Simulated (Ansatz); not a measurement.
# CH2BCl: the cost of one run

Method: PBE0-D4/def2-TZVP structures, single points in def2-TZVPP, no counterpoise correction; program: Ansatz 0.2.0, Gaussian basis.

Levels: SPW92, PBE-D4, BLYP-D4, r2SCAN-D4, B97M-V, PBE0-D4, B3LYP-D4, r2SCAN0-D4, BHLYP-D4, CAM-B3LYP-D4, wB97X-V, wB97M-V, B2PLYP, PBE-QIDH, RPA on PBE, Hartree-Fock, MP2, CCSD, CCSD(T).

Correlated methods freeze the cores. B3LYP uses VWN-RPA correlation. B2PLYP carries no dispersion term here.

57 further runs of the same task are left out: 1 that didn't finish, 56 set aside as unsound or not needed.

### 1 The system as given

The complex: 7 atoms, charge 0, spin multiplicity 1.

Atoms are counted from 1 here; the program's logs count them from 0.

Bond lengths: B1–C3 1.384 Å, B1–Cl5 1.669 Å, F2–H4 0.943 Å, C3–H6 1.085 Å, C3–H7 1.085 Å. Angles: C3–B1–Cl5 178.2°, B1–C3–H6 121.8°, B1–C3–H7 121.8°, H6–C3–H7 115.8°.

Geometry (Å):

| atom | x (Å) | y (Å) | z (Å) |
| --- | --- | --- | --- |
| B1 | 0.3065 | 0.8724 | 0.6084 |
| F2 | 0.5795 | -2.1794 | -0.1964 |
| C3 | -0.5784 | 0.5060 | -0.3904 |
| H4 | 0.2378 | -1.3005 | -0.2253 |
| Cl5 | 1.3928 | 1.2644 | 1.8137 |
| H6 | -0.3446 | 0.6447 | -1.4411 |
| H7 | -1.5935 | 0.1924 | -0.1689 |

Its parts: CH2BCl holds atoms 1, 3, 5, 6, 7; HF holds atoms 2, 4. Each part counts its atoms afresh in its own runs.

### 2 Relaxing CH2BCl alone

The input, relax-a/in.yaml:

```yaml
crystal:
  periodic: [false, false, false]
  atoms:
    - {symbol: B, position_ang: [0.306523, 0.872404, 0.608370]}
    - {symbol: C, position_ang: [-0.578404, 0.505987, -0.390383]}
    - {symbol: Cl, position_ang: [1.392783, 1.264423, 1.813674]}
    - {symbol: H, position_ang: [-0.344642, 0.644669, -1.441122]}
    - {symbol: H, position_ang: [-1.593536, 0.192357, -0.168938]}
basis:
  gaussian: {orbitals: def2-TZVP}
hamiltonian: {xc: pbe0, dispersion: d4}
relax: {f_tol: 0.005, max_steps: 200}
```

Command:

```
$ ansatz run in.yaml --threads 2 --pin off --events-out ev --progress --plain --max-ram 4352MiB
```

**Question.** How long does this run take on 2 threads of Intel Xeon Platinum 8259CL at 2.50GHz, shared host?

About 12 s.
